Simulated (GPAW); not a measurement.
MoI:

```
CELL_PARAMETERS angstrom
0.00000 3.17885 3.17885
3.17885 0.00000 3.17885
3.17885 3.17885 0.00000
ATOMIC_POSITIONS crystal
Mo 0.00000 0.00000 0.00000
I 0.75000 0.75000 0.75000
```

The cell was built by a generator and needn't be a form met in nature.

Base run:

| Item | Value |
| --- | --- |
| Program | GPAW 26.7.0 |
| Functional | RPBE |
| Potentials or basis | the program's PAW data sets (release 1.2.1) made for this functional |
| Cutoff | 600 eV |
| Basis | pw |
| k mesh | 7 × 7 × 7 |
| Occupations | fermi-dirac, width 0.05 eV |
| Spin | no spin polarisation |

Its results: pressure -5.3 GPa.

After a change of settings the same cell gave: pressure -7.5 GPa. Which change was it?
A. functional from RPBE to r2SCAN; potentials or basis from the program's PAW data sets (release 1.2.1) made for this functional to GPAW PAW data sets (gpaw-data 1.2.1)
B. functional from RPBE to LDA
C. functional from RPBE to PBEsol; potentials or basis from the program's PAW data sets (release 1.2.1) made for this functional to PAW data sets generated in the run's folder for this functional
D. functional from RPBE to revPBE

A.

Caveats: an odd number of electrons without spin polarisation forces a metal; a magnetic or distorted state may lie lower; the PAW data sets were made with another functional, which shifts forces and pressure a little (some runs).

Runs at the PBE level aren't shown here.
